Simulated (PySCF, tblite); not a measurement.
# C7H11PS2: geometry, infrared bands and NMR shifts

Aim: predict the infrared bands and NMR shifts of C7H11PS2 (`C#CCP1(=S)CCSCC1`).

Computed with tblite 0.8.0 and PySCF 2.14.0, with density-fitted response routines of our own, on a single molecule in the gas phase. Atoms count from 0, in the outputs and in this text.

## 1. The starting structure

21 atoms, charge 0, multiplicity 1; geometry from: force field or distance geometry start.

Bonds of the start (Å): C0–C1 1.20, C1–C2 1.48, C2–P3 1.82, P3–S4 1.97, P3–C5 1.81, C5–C6 1.51, C6–S7 1.81, S7–C8 1.81, C8–C9 1.51, C9–P3 1.79, C0–H10 1.06, C2–H11 1.09, C2–H12 1.10, C5–H13 1.10, C5–H14 1.09, C6–H15 1.11, C6–H16 1.09, C8–H17 1.10, C8–H18 1.10, C9–H19 1.10, C9–H20 1.10.

## 2. Optimising the geometry with GFN2-xTB

The job: settings as JSON, then the geometry in Å.

```
{"job": {"kind": "relax", "xc": "GFN2-xTB", "basis": "xTB"}, "charge": 0, "multiplicity": 1}
C      2.918900     0.661000    -1.793700
C      2.442000     0.671900    -0.694900
C      1.896900     0.670700     0.676500
P      0.150100     0.181400     0.811100
S     -0.520600     0.207400     2.664400
C      0.068100    -1.438700     0.012100
C     -1.346000    -1.879800    -0.290700
S     -2.112200    -0.801800    -1.532500
C     -2.135000     0.767700    -0.626000
C     -0.734200     1.247600    -0.325400
H      3.323400     0.660500    -2.776700
H      2.480300     0.005100     1.308800
H      1.978500     1.683800     1.102500
H      0.553300    -2.172400     0.673000
H      0.657200    -1.422700    -0.907900
H     -1.971700    -1.887400     0.624700
H     -1.334100    -2.898100    -0.684300
H     -2.728400     0.642200     0.287300
H     -2.653800     1.511100    -1.246900
H     -0.164800     1.348200    -1.259900
H     -0.776700     2.259100     0.112700
```

On the command line:

```
$ OMP_NUM_THREADS=1 python probes_run.py task.json out
```

One launch serves the whole session: the jobs run in the order shown.

**Question.** This job is followed by: GFN2-xTB harmonic vibrations, gas phase; GIAO PBE0/pcSseg-1 NMR shielding, non-relativistic, gas phase. What will the session give for the following? strongest single infrared mode (GFN2-xTB); zero-point energy (GFN2-xTB); 13C shifts against TMS (PBE0/pcSseg-1, means over atoms taken as alike); 1H shifts against TMS (PBE0/pcSseg-1, means over atoms taken as alike); 31P shifts against H3PO4 (PBE0/pcSseg-1); 33S shifts against CS2 (PBE0/pcSseg-1); surface potential, 1st and 99th percentile.

As calculated:

| quantity | value |
| --- | --- |
| strongest single infrared mode (GFN2-xTB) | 854 cm⁻¹, 114 km/mol |
| zero-point energy (GFN2-xTB) | 99.7 kcal/mol |
| 13C shifts against TMS (PBE0/pcSseg-1, means over atoms taken as alike) | 81.7, 81.4, 36.6, 30.6, 30.3 ppm |
| 1H shifts against TMS (PBE0/pcSseg-1, means over atoms taken as alike) | 3.68, 2.86, 2.77, 2.54, 1.78, 1.67 ppm |
| 31P shifts against H3PO4 (PBE0/pcSseg-1) | 24.0 ppm |
| 33S shifts against CS2 (PBE0/pcSseg-1) | 26, -253 ppm |
| surface potential, 1st and 99th percentile | -1.17 V and 1.52 V |

**Reading.** Over 46 steps the energy fell by 0.162 eV; of the close pairs, P3–C9 changed most, 1.792 to 1.846 Å. All 57 modes are real, so the xTB geometry is a minimum. GFN2-xTB is a fitted tight-binding method: band positions and strengths are rough. Its intensities can rank the bands wrongly. At PBE0/pcSseg-1: The largest span, 282 ppm, is at C1, where the paramagnetic term is -159 ppm.
